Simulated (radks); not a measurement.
# Taking charge from the 6s level of Ho⁺ in fractions

The task here is to estimate one member of a computed series from the others.

Method: scalar-relativistic Kohn-Sham, PBEsol, spin-polarised, spherical densities, point nucleus; open shells are filled with parallel spins first. Code: radks (a radial shooting solver on a logarithmic mesh, Libxc functionals) version 1.

## Starting point

* element: holmium (Z = 67)
* charge: +1
* electrons: 66
* configuration: [Xe] 4f11 6s(up 1, down 0)

A shell typed twice in an input gives spin up, then spin down.

Set-up of the first run:

Settings of this run:

```text
Z 67
configuration [Xe] 4f11 6s1 6s0
relativity scalar-relativistic
functional pbe_sol,pbe_sol
spin polarised
nucleus point
c 137.035999084
```

Among the steps run: Start: [Xe] 4f11 6s(up 1, down 0).

One of the session's tables, all rows but one given; the rest of the session is left out.

It belongs to the step «Start: [Xe] 4f11 6s(up 1, down 0)». Radial moments (bohr):

```
  level     <r>  outermost maximum (interpolated)  90 % within  nodes
  5s up       ?                                 ?            ?      ?
5s down   1.280                              1.14         1.85      4
  5p up   1.514                              1.30         2.24      3
5p down   1.522                              1.30         2.25      3
  4f up  0.8400                             0.523         1.47      0
  6s up   3.620                              3.19         5.25      5
4f down  0.8638                             0.524         1.53      0
6s down   3.620                              3.18         5.26      5
```

Estimate the missing values for 5s up.

The run gave: <r>: 1.273; outermost maximum (interpolated): 1.13; 90 % within: 1.84; nodes: 4. In the column «<r>» it lies between 4f down (0.8638) and 5s down (1.280).
